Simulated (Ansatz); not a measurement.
**C₃H₁₁NSn: how energies converge with the basis set**

An exercise on one series of results from a longer session: the logs are not shown, and one member is left open.

The runs use Ansatz 0.2.0, Gaussian basis; one geometry, several basis sets.

Plan: PBE0-D4/def2-SVP; ωB97M-V/def2-SVP; PBE0-D4/def2-QZVPP; ωB97M-V/def2-QZVPP; the functionals' def2-TZVPP values are taken from earlier runs.

1 further run of the same task is left out (for a known fault of the program). Runs told in other sessions of the task aren't counted.

**Structure used throughout**

The geometry comes from an earlier relaxation with PBE0-D4 in a triple-zeta def2 set; it is a stationary point, not always the lowest conformer. Sn takes the def2 core potential; no spin-orbit term is included.

SMILES `CC[N](C)[SnH3]`, 16 atoms, charge 0, spin multiplicity 1.

Atoms are counted from 1 here; the program's logs count them from 0.

Bond lengths: C1–C2 1.513 Å, C1–H6 1.092 Å, C1–H7 1.092 Å, C1–H8 1.095 Å, C2–N3 1.446 Å, C2–H9 1.106 Å, C2–H10 1.100 Å, N3–C4 1.445 Å, N3–Sn5 2.037 Å, C4–H11 1.098 Å, C4–H12 1.093 Å, C4–H13 1.104 Å, Sn5–H14 1.706 Å, Sn5–H15 1.704 Å, Sn5–H16 1.719 Å. Angles: C2–C1–H6 110.8°, C2–C1–H7 110.4°, C2–C1–H8 112.0°, H6–C1–H7 108.5°, H6–C1–H8 108.1°, H7–C1–H8 106.9°, C1–C2–N3 113.3°, C1–C2–H9 109.3°, C1–C2–H10 108.8°, N3–C2–H9 111.9°, N3–C2–H10 107.6°, H9–C2–H10 105.6°, C2–N3–C4 111.4°, C2–N3–Sn5 118.9°, C4–N3–Sn5 115.7°, N3–C4–H11 109.9°, N3–C4–H12 110.9°, N3–C4–H13 113.8° and more.

The first run:

Contents of in.yaml:

```yaml
crystal:
  periodic: [false, false, false]
  atoms:
    - {symbol: C, position_ang: [-0.002480, 1.995748, -0.043252]}
    - {symbol: C, position_ang: [0.858614, 0.751894, -0.001536]}
    - {symbol: N, position_ang: [0.149461, -0.447744, -0.388799]}
    - {symbol: C, position_ang: [1.033575, -1.589913, -0.435653]}
    - {symbol: Sn, position_ang: [-1.698888, -0.794000, 0.394215]}
    - {symbol: H, position_ang: [-0.467849, 2.113395, -1.024432]}
    - {symbol: H, position_ang: [0.599544, 2.883120, 0.162545]}
    - {symbol: H, position_ang: [-0.797663, 1.969518, 0.709435]}
    - {symbol: H, position_ang: [1.314010, 0.656115, 1.002174]}
    - {symbol: H, position_ang: [1.700963, 0.880679, -0.697687]}
    - {symbol: H, position_ang: [1.833522, -1.412904, -1.167159]}
    - {symbol: H, position_ang: [0.495569, -2.486365, -0.753122]}
    - {symbol: H, position_ang: [1.523701, -1.813476, 0.528011]}
    - {symbol: H, position_ang: [-2.051070, -2.401324, -0.054746]}
    - {symbol: H, position_ang: [-2.812811, 0.299506, -0.290311]}
    - {symbol: H, position_ang: [-1.701300, -0.626847, 2.104617]}
basis:
  gaussian: {orbitals: def2-SVP}
hamiltonian: {xc: pbe0, dispersion: d4}
output: {orbitals: {seedname: orbitals}}
```

On the command line:

```sh
> ansatz run in.yaml --threads 4 --pin off --events-out ev --progress --plain --max-ram 11315MiB
```

Steps of the session up to this table: PBE0-D4 in def2-SVP; ωB97M-V in def2-SVP; PBE0-D4 in def2-QZVPP; ωB97M-V in def2-QZVPP.

One table of the session follows, with a row left open; its other results are not shown here.

It belongs to the step «Functionals by basis». 

```
functional       basis  HOMO (eV)  LUMO (eV)
   PBE0-D4    def2-SVP          ?          ?
   PBE0-D4  def2-TZVPP      -6.03       0.16
   PBE0-D4  def2-QZVPP      -6.06       0.06
   ωB97M-V    def2-SVP      -8.18       2.24
   ωB97M-V  def2-TZVPP      -8.32       1.54
   ωB97M-V  def2-QZVPP      -8.34       1.19
```

Q: Estimate the row for PBE0-D4, def2-SVP from the others.

The run gave: HOMO (eV): -5.90; LUMO (eV): 0.52. In the column «HOMO (eV)» it is the highest.
